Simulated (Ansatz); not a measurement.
# CH4F2O2Si: up Jacob's ladder to CCSD(T)

Aim: compute CH4F2O2Si with functionals from several rungs and with coupled cluster. The yardstick is the atomisation energy at the CCSD(T) limit.

Computed with Ansatz 0.2.0, Gaussian basis. Level: functionals in def2-TZVPP, the program's frozen cores in correlated methods.

Levels to be run: LDA (SPW92), PBE-D4, revPBE-D4, BLYP-D4, r2SCAN-D4, B97M-V, PBE0-D4, B3LYP-D4, r2SCANh-D4, r2SCAN0-D4, HSE06-D4, BHLYP-D4, CAM-B3LYP-D4, LC-ωPBE, ωB97X-V, ωB97M-V, B2PLYP, PBE-QIDH; CCSD(T)/def2-SVP; CCSD(T)/def2-TZVPP; MP2/def2-QZVPP; extrapolation to the limit; RPA on PBE.

## 1. The geometry

The geometry comes from an earlier relaxation with PBE0-D4 in a triple-zeta def2 set; it is a stationary point, not always the lowest conformer.

SMILES `CO[Si](O)(F)F`, 10 atoms, charge 0, spin multiplicity 1.

Atoms are counted from 1 here; the program's logs count them from 0.

Bond lengths: C1–O2 1.416 Å, C1–H7 1.090 Å, C1–H8 1.094 Å, C1–H9 1.093 Å, O2–Si3 1.609 Å, Si3–O4 1.610 Å, Si3–F5 1.583 Å, Si3–F6 1.576 Å, O4–H10 0.958 Å. Angles: O2–C1–H7 107.9°, O2–C1–H8 111.2°, O2–C1–H9 110.8°, H7–C1–H8 108.9°, H7–C1–H9 108.8°, H8–C1–H9 109.1°, C1–O2–Si3 126.0°, O2–Si3–O4 110.4°, O2–Si3–F5 109.4°, O2–Si3–F6 112.3°, O4–Si3–F5 112.0°, O4–Si3–F6 107.3°, F5–Si3–F6 105.4°, Si3–O4–H10 118.5°.

## 2. LDA

This LDA is Slater exchange with PW92 correlation.

The input, in.yaml:

```yaml
crystal:
  periodic: [false, false, false]
  atoms:
    - {symbol: C, position_ang: [-0.498103, -1.207631, 0.972187]}
    - {symbol: O, position_ang: [0.459603, -0.388882, 0.326803]}
    - {symbol: Si, position_ang: [0.143359, 0.911842, -0.565988]}
    - {symbol: O, position_ang: [1.489688, 1.456325, -1.260073]}
    - {symbol: F, position_ang: [-0.972106, 0.558318, -1.632242]}
    - {symbol: F, position_ang: [-0.454132, 2.093083, 0.289545]}
    - {symbol: H, position_ang: [0.017663, -2.088693, 1.354240]}
    - {symbol: H, position_ang: [-1.278813, -1.527732, 0.276567]}
    - {symbol: H, position_ang: [-0.959402, -0.677613, 1.809788]}
    - {symbol: H, position_ang: [2.135341, 0.819685, -1.567825]}
basis:
  gaussian: {orbitals: def2-TZVPP}
hamiltonian: {xc: lda}
output: {orbitals: {seedname: orbitals}}
```

Started as:

```console
$ ansatz run in.yaml --threads 4 --pin off --events-out ev --progress --plain --max-ram 10444MiB
```

Further steps of the session: PBE-D4 (GGA); revPBE-D4 (GGA); BLYP-D4 (GGA); r2SCAN-D4 (meta-GGA); B97M-V (meta-GGA); PBE0-D4 (hybrid); B3LYP-D4 (hybrid); r2SCANh-D4 (hybrid); r2SCAN0-D4 (hybrid); HSE06-D4 (hybrid); BHLYP-D4 (hybrid); CAM-B3LYP-D4 (range-separated); LC-ωPBE (range-separated); ωB97X-V (range-separated); ωB97M-V (range-separated); B2PLYP (double hybrid); PBE-QIDH (double hybrid); CCSD(T) in def2-SVP; CCSD(T) in def2-TZVPP; MP2 in def2-QZVPP; RPA on PBE orbitals.

**Question.** What will the summary of the whole plan be? Wanted: atomisation energy, CCSD(T)/CBS; farthest beyond LDA; mean size of error, GGA; mean size of error, meta-GGA; mean size of error, hybrid; mean size of error, range-separated; mean size of error, double hybrid; gap, smallest and largest; T1 diagnostic.

As calculated:

| quantity | value |
| --- | --- |
| atomisation energy, CCSD(T)/CBS | 1022.3 kcal/mol |
| functionals within 5.1 kcal/mol (0.5 %) | r2SCAN-D4, CAM-B3LYP-D4, ωB97M-V |
| farthest beyond LDA | BHLYP-D4 (-48.0 kcal/mol) |
| mean size of error, GGA | 13.7 kcal/mol |
| mean size of error, meta-GGA | 6.3 kcal/mol |
| mean size of error, hybrid | 22.7 kcal/mol |
| mean size of error, range-separated | 5.5 kcal/mol |
| mean size of error, double hybrid | 17.1 kcal/mol |
| gap, smallest and largest | 6.90 eV (BLYP-D4), 14.72 eV (LC-ωPBE) |
| T1 diagnostic | 0.0111 |
| triples share of the correlation energy | 3.1 % |

**Reading.** LDA overbinds by 146.2 kcal/mol (14 %). PBE-D4 is off by +6.7 kcal/mol. Double hybrids carry the basis error of their MP2 part in triple zeta, and no dispersion term here, so their miss is partly the set-up's. By mean error the best rung here is range-separated (5.5 kcal/mol) and the worst beyond LDA is hybrid (22.7 kcal/mol). The gap between the best rungs is small, so their order is not settled. The mean of the hybrids holds BHLYP, with half exact exchange. The reference freezes the cores and leaves out relativity and excitations past (T), so misses under about 5.1 kcal/mol can't be ranked. Hartree-Fock recovers 72 % of the binding; the rest is correlation. CCSD(T) in def2-SVP is off by -82.9 kcal/mol, which most functionals beat. The gap grows from 6.9 to 14.7 eV across the functionals, mostly with the share of exact exchange.
